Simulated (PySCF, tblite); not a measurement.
**C7H8NS radical: geometry, infrared bands and EPR parameters**

Wanted: the infrared bands and EPR parameters of C7H8NS radical (`NCc1ccccc1[S]`), by calculation.

Computed with tblite 0.8.0 and PySCF 2.14.0, with density-fitted response routines of our own, on a single molecule in the gas phase. Atoms count from 0, in the outputs and in this text.

### 1 Starting geometry

17 atoms, charge 0, multiplicity 2; geometry from: force field or distance geometry start.

Bonds of the start (Å): N0–C1 1.47, C1–C2 1.53, C2–C3 1.40, C3–C4 1.40, C4–C5 1.38, C5–C6 1.40, C6–C7 1.39, C7–S8 1.81, C7–C2 1.41, N0–H9 1.04, N0–H10 1.01, C1–H11 1.08, C1–H12 1.09, C3–H13 1.09, C4–H14 1.08, C5–H15 1.09, C6–H16 1.09.

### 2 Optimising the geometry with GFN2-xTB

What the job is given:

```
{"job": {"kind": "relax", "xc": "GFN2-xTB", "basis": "xTB"}, "charge": 0, "multiplicity": 2}
N     -2.633900     0.353300     0.645400
C     -1.829000     0.415900    -0.581200
C     -0.356400     0.108200    -0.292500
C      0.192000    -1.042200    -0.877000
C      1.529800    -1.392400    -0.653800
C      2.332100    -0.576000     0.122600
C      1.805600     0.579800     0.700900
C      0.470600     0.927800     0.505000
S     -0.113700     2.431000     1.321500
H     -2.277500     1.159500     1.193900
H     -2.295000    -0.429000     1.194700
H     -1.927200     1.387400    -1.052400
H     -2.239000    -0.315100    -1.271100
H     -0.420100    -1.699500    -1.486700
H      1.936200    -2.280000    -1.110400
H      3.375500    -0.826800     0.306900
H      2.442600     1.210200     1.324200
```

The run is started by

```sh
$ OMP_NUM_THREADS=1 python probes_run.py task.json out
```

One launch serves the whole session: the jobs run in the order shown.

The log of the run:

```text
step      E/eV     max force
  0    -684.91478    1.678
  1    -685.01240    1.156
  2    -685.07060    0.713
  3    -685.10318    0.692
  4    -685.11635    0.298
  5    -685.12304    0.186
  6    -685.12838    0.224
  7    -685.13464    0.248
  8    -685.13946    0.181
  9    -685.14232    0.096
 10    -685.14384    0.108
 11    -685.14524    0.101
 12    -685.14687    0.102
 13    -685.14829    0.078
 14    -685.14924    0.070
 15    -685.14996    0.071
 16    -685.15066    0.065
 17    -685.15126    0.060
 18    -685.15166    0.050
 19    -685.15199    0.044
 20    -685.15240    0.049
 21    -685.15283    0.051
 22    -685.15314    0.034
 23    -685.15329    0.027
 24    -685.15340    0.023
 25    -685.15352    0.032
 26    -685.15366    0.030
 27    -685.15379    0.025
 28    -685.15390    0.027
 29    -685.15404    0.034
 30    -685.15420    0.033
 31    -685.15436    0.028
 32    -685.15450    0.022
 33    -685.15461    0.025
 34    -685.15470    0.027
 35    -685.15477    0.019
 36    -685.15481    0.013
 37    -685.15484    0.014
 38    -685.15487    0.014
 39    -685.15490    0.015
 40    -685.15493    0.014
 41    -685.15495    0.009
```

It took 0.34 s on 1 thread of Arm Neoverse V1, shared host.

Relaxation path: (not every step is listed)

```tsv
step	energy from step 0 (eV)	largest force (eV/Å)
0	0.0000	1.6776
1	-0.0976	1.1564
2	-0.1558	0.7132
3	-0.1884	0.6925
4	-0.2016	0.2975
5	-0.2083	0.1863
6	-0.2136	0.2243
7	-0.2199	0.2477
8	-0.2247	0.1805
10	-0.2291	0.1085
12	-0.2321	0.1024
14	-0.2345	0.0700
16	-0.2359	0.0651
18	-0.2369	0.0503
20	-0.2376	0.0487
22	-0.2384	0.0338
24	-0.2386	0.0232
26	-0.2389	0.0298
28	-0.2391	0.0272
30	-0.2394	0.0333
32	-0.2397	0.0224
34	-0.2399	0.0274
36	-0.2400	0.0129
37	-0.2401	0.0143
38	-0.2401	0.0144
39	-0.2401	0.0154
40	-0.2402	0.0138
41	-0.2402	0.0089
```

Close pairs (by a distance rule), those that changed most:

```tsv
bond	before (Å)	after (Å)	change (Å)
C7–S8	1.808	1.725	-0.082
N0–H9	1.038	1.016	-0.022
N0–C1	1.468	1.448	-0.020
C1–C2	1.532	1.513	-0.019
C2–C3	1.402	1.384	-0.018
C5–C6	1.396	1.378	-0.018
C3–C4	1.401	1.387	-0.014
C6–H16	1.092	1.080	-0.012
```

The final coordinates are the input of the step that follows.

### 3 Vibrational analysis with GFN2-xTB

What the job is given:

```
{"job": {"kind": "ir", "xc": "GFN2-xTB", "basis": "xTB"}, "charge": 0, "multiplicity": 2}
N     -2.596323     0.431193     0.663526
C     -1.792804     0.415861    -0.541143
C     -0.335069     0.077198    -0.321235
C      0.224808    -1.059686    -0.876567
C      1.556354    -1.384216    -0.666235
C      2.349937    -0.562961     0.121355
C      1.814592     0.572557     0.688942
C      0.471482     0.906831     0.480077
S     -0.154003     2.332920     1.223179
H     -2.318472     1.195476     1.272265
H     -2.514505    -0.443335     1.169814
H     -1.867285     1.410251    -0.992935
H     -2.231565    -0.314065    -1.227515
H     -0.392315    -1.701268    -1.489394
H      1.971723    -2.274156    -1.113831
H      3.386431    -0.810517     0.294636
H      2.420016     1.219948     1.305150
```

The log of the run:

```text
mode    cm-1     km/mol
  1      45.3      2.58
  2     112.7      0.17
  3     172.6      1.62
  4     216.6      1.13
  5     301.6      3.15
  6     312.7     17.72
  7     360.2     10.36
  8     408.8      2.71
  9     450.0      5.04
 10     492.7      1.49
 11     553.3      5.16
 12     675.4      1.01
 13     684.7     11.58
 14     761.9     25.68
 15     793.9     32.79
 16     865.5     10.62
 17     877.4      4.16
 18     909.0      2.88
 19     916.8    300.27
 20     920.4    201.36
 21    1028.3      2.64
 22    1083.8      0.27
 23    1091.9      0.89
 24    1105.0      4.69
 25    1149.9      1.32
 26    1176.4      0.92
 27    1198.2     14.55
 28    1247.9      1.57
 29    1293.4      1.06
 30    1295.3     16.29
 31    1322.1      1.02
 32    1405.1      0.19
 33    1431.9      0.60
 34    1454.3      2.50
 35    1531.9     29.27
 36    1537.8      0.19
 37    1567.6      3.59
 38    2949.0     19.06
 39    2959.5     32.29
 40    3073.5     17.65
 41    3083.2     12.13
 42    3093.5     41.83
 43    3099.9     31.89
 44    3353.1      2.48
 45    3416.5      2.17
```

It took 0.75 s on 1 thread of Arm Neoverse V1, shared host.

The strongest bands and the atoms that carry them (share of the mass-weighted mode):

```tsv
cm⁻¹	km/mol	atoms
762	25.7	H14 27 %, H15 23 %, H16 15 %, H13 12 %
794	32.8	C4 20 %, C1 19 %, C5 13 %, C6 12 %
917	300.3	H10 17 %, H9 17 %, H15 15 %, N0 15 %
920	201.4	H15 27 %, H14 12 %, H9 12 %, N0 11 %
1532	29.3	H9 45 %, H10 44 %
2960	32.3	H12 90 %
3094	41.8	H16 47 %, H14 42 %
3100	31.9	H14 31 %, H16 30 %, H15 29 %
```

### 4 EPR parameters: B3LYP/pcH-1

Same as in step 3 but for these lines:

```diff
@@ -1,2 +1,2 @@
-{"job": {"kind": "ir", "xc": "GFN2-xTB", "basis": "xTB"}, "charge": 0, "multiplicity": 2}
+{"job": {"kind": "epr", "basis": "pcH-1"}, "charge": 0, "multiplicity": 2}
 N     -2.596323     0.431193     0.663526
```

With the program's defaults for keys left out, this is: UKS B3LYP, pcH-1 on C H N S, non-relativistic, mean-field spin-orbit, GIAO.

The log of the run:

```text
UKS, coarse grid
  cycle   1  E = -724.44020153  |g| = 3.37e-01
  cycle   2  E = -724.42897821  |g| = 3.92e-01
  cycle   3  E = -724.49511884  |g| = 7.48e-02
  cycle   4  E = -724.49719677  |g| = 3.65e-02
  cycle   5  E = -724.49785482  |g| = 1.33e-02
  cycle   6  E = -724.49796368  |g| = 6.96e-03
  cycle   7  E = -724.49800167  |g| = 2.23e-03
  cycle   8  E = -724.49800638  |g| = 1.87e-03
  cycle   9  E = -724.49800941  |g| = 4.71e-04
UKS, final grid
  cycle   1  E = -724.49804940  |g| = 5.96e-04
  cycle   2  E = -724.49804923  |g| = 1.04e-03
  cycle   3  E = -724.49804988  |g| = 1.64e-04
  cycle   4  E = -724.49804999  |g| = 1.46e-04
  cycle   5  E = -724.49805017  |g| = 8.62e-05
  cycle   6  E = -724.49805021  |g| = 5.33e-05
  cycle   7  E = -724.49805025  |g| = 4.77e-05
  cycle   8  E = -724.49805030  |g| = 2.67e-05
  cycle   9  E = -724.49805031  |g| = 1.48e-05
  cycle  10  E = -724.49805031  |g| = 6.54e-06
E = -724.49805031 Eh   <S^2> = 0.7647 (exact 0.7500)
g shifts (ppm)      1          2          3
  rmc          -206       -206       -206
  gc             -9         46         41
  oz_so         498      11231     162547
  total         289      11075     162392
hyperfine (MHz)  atom isotope    a_iso     a_fc   dipolar eigenvalues
    0   14N       0.25       0.25     -0.72     -0.22      0.95
    1   13C      -5.12      -5.12     -0.49     -0.20      0.70
    2   13C      13.51      13.51    -12.40    -11.99     24.39
    3   13C     -14.09     -14.09    -10.14      4.57      5.58
    4   13C      16.92      16.92    -15.73    -14.39     30.12
    5   13C     -14.24     -14.24    -10.41      4.71      5.70
    6   13C      12.14      12.14    -12.40    -12.03     24.43
    7   13C     -21.38     -21.38     -3.86      1.23      2.63
    8   33S      14.60      14.60    -68.07    -67.61    135.68
    9    1H      -0.29      -0.29     -4.80     -3.10      7.90
   10    1H      -0.81      -0.81     -1.27     -1.16      2.43
   11    1H       7.87       7.87     -2.34     -1.19      3.53
   12    1H       1.74       1.74     -1.21     -1.08      2.29
   13    1H       3.90       3.90     -1.77     -0.30      2.06
   14    1H     -12.73     -12.73     -7.73     -0.49      8.22
   15    1H       4.07       4.07     -1.76     -0.36      2.12
   16    1H     -10.57     -10.57     -3.12     -2.27      5.39
```

Run time: 2 min. Hardware: 1 thread of Arm Neoverse V1, shared host; peak memory 1.1 GiB.

Principal g values 2.00261, 2.01339, 2.16471; g(iso) = 2.06024, against 2.00232 for a free electron. They are not to be trusted: the run shows a large g shift, which the driver flags as unsure.

Mean a(iso) over the nuclei that a row names, and the largest dipolar term of the row (other rows stand at the frozen geometry):

```tsv
nuclei	isotope	a(iso) (MHz)	a(iso) (G, at g = 2.0023)	largest dipolar term (MHz)
C7	13C	-21.4	-7.6	-3.9
C4	13C	16.9	6.0	30.1
S8	33S	14.6	5.2	135.7
C5	13C	-14.2	-5.1	-10.4
C3	13C	-14.1	-5.0	-10.1
C2	13C	13.5	4.8	24.4
H14	1H	-12.7	-4.5	8.2
C6	13C	12.1	4.3	24.4
H16	1H	-10.6	-3.8	5.4
C1	13C	-5.1	-1.8	0.7
H11, H12	1H	4.8	1.7	3.5
H15	1H	4.1	1.5	2.1
H13	1H	3.9	1.4	2.1
H9, H10	1H	-0.5	-0.2	7.9
```

Mulliken spin populations:

N0 0.01; C1 -0.01; C2 0.16; C3 -0.09; C4 0.20; C5 -0.09; C6 0.16; C7 -0.08; S8 0.75; H9 0.00; H10 0.00; H11 0.00; H12 0.00; H13 0.00; H14 -0.01; H15 0.00; H16 -0.01

Orbitals, density, ELF and potential are computed afterwards from the orbital file.

ELF in a plane through or near 10 of the atoms.

Values, 10 rows by 14 columns:
```
0.00 0.00 0.00 0.00 0.00 0.00 0.00 0.01 0.01 0.00 0.00 0.00 0.00 0.00
0.00 0.00 0.00 0.00 0.01 0.00 0.35 0.78 0.55 0.10 0.00 0.00 0.00 0.00
0.00 0.00 0.00 0.02 0.99 0.91 0.16 0.89 0.37 0.83 0.23 0.00 0.00 0.00
0.00 0.00 0.01 0.01 0.80 0.76 0.47 0.85 0.69 0.56 0.09 0.01 0.00 0.00
0.00 0.01 0.96 0.98 0.71 0.54 0.66 0.67 0.05 0.17 0.61 0.30 0.01 0.00
0.00 0.01 0.73 0.84 0.64 0.41 0.27 0.22 0.89 0.66 0.75 0.86 0.06 0.00
0.00 0.00 0.00 0.35 0.87 0.61 0.45 0.52 0.14 0.96 0.18 0.02 0.00 0.00
0.00 0.00 0.01 0.94 0.98 0.06 0.96 1.00 0.02 0.93 0.45 0.00 0.00 0.00
0.00 0.00 0.00 0.01 0.05 0.00 0.48 0.72 0.01 0.00 0.00 0.00 0.00 0.00
0.00 0.00 0.00 0.00 0.00 0.00 0.00 0.00 0.00 0.00 0.00 0.00 0.00 0.00
```
The map spans 12.1 Å across and 10.1 Å up, centred on the molecule. Atoms in the plane (x, y in Å): C2 (0.3, -0.2), C3 (-0.6, -1.3), C4 (-1.9, -1.1), C5 (-2.4, 0.2), C6 (-1.5, 1.3), C7 (-0.2, 1.1), H13 (-0.2, -2.3), H14 (-2.6, -1.9), H15 (-3.5, 0.4), H16 (-1.9, 2.3).

On the surface of density 0.002 e/bohr³ the electrostatic potential runs, from the 1st to the 99th percentile, from -1.80 V near N0 to 1.21 V near H14.

The spin density lies nearest to S8 54 %; C2, C4, C6 about 9 % each.

### 5 Results

| quantity | value |
| --- | --- |
| strongest single infrared mode (GFN2-xTB) | 917 cm⁻¹, 300 km/mol |
| zero-point energy (GFN2-xTB) | 82.6 kcal/mol |
| g(iso) (B3LYP) | 2.06024 |
| ⟨S²⟩ | 0.765 (exact 0.75) |
| largest a(iso) (averaged by class) | 13C on C7, -21.4 MHz |
| surface potential, 1st and 99th percentile | -1.80 V and 1.21 V |
| property runs in this session | 1, of which 0 failed and 1 gave unsound results |

What this shows: Over 41 steps the energy fell by 0.240 eV; of the close pairs, C7–S8 changed most, 1.808 to 1.725 Å. No mode is imaginary among the 45: a minimum at this level. GFN2-xTB is a fitted tight-binding method: band positions and strengths are rough. Its intensities can rank the bands wrongly. S8 carries the largest spin population, 0.75 e. The isotropic g lies 57.9 ppt above the free-electron value. These values are not to be trusted: the run shows a large g shift, which the driver flags as unsure.
